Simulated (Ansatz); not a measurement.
A run of Ansatz 0.2.0 is set up as follows.

The input input.yaml:

```yaml
crystal:
  lattice:
    - [4.142023, 0.0, 0.0]
    - [0.0, 4.142023, 0.0]
    - [0.0, 0.0, 4.142023]
  atoms:
    - { symbol: Pd, position: [0.0, 0.0, 0.0] }
    - { symbol: Ge, position: [0.5, 0.5, 0.0] }
    - { symbol: Ge, position: [0.5, 0.0, 0.5] }
    - { symbol: Ge, position: [0.0, 0.5, 0.5] }
kpoints:
  mp_grid: { grid: [7, 7, 7] }
  band_path:
    path:
      - [0.0, 0.0, 0.0]
      - [0.0, 0.5, 0.0]
      - [0.5, 0.5, 0.0]
      - [0.0, 0.0, 0.0]
      - [0.5, 0.5, 0.5]
      - [0.0, 0.5, 0.0]
    npoints: 8
scf:
  occupations: { method: fermi_dirac, width: 0.05 }
hamiltonian:
  xc: pbe
  pseudopotentials: { kind: all_electron, lapw: { basis_error: 0.002 } }
output:
  forces: true
  stress: true
  eigenvalues: true
```

Potentials or basis: all-electron LAPW, scalar-relativistic.

The run is started by

```console
$ ansatz run input.yaml --threads 2 --pin off --max-ram 8192MiB --backend cpu --events-out ev --progress --plain --runs-dir out
```

(1) Estimate the band gap along the path.

(2) Estimate the pressure.

Results:

(1) none (metal or under the smearing width).

(2) -0.1 GPa.
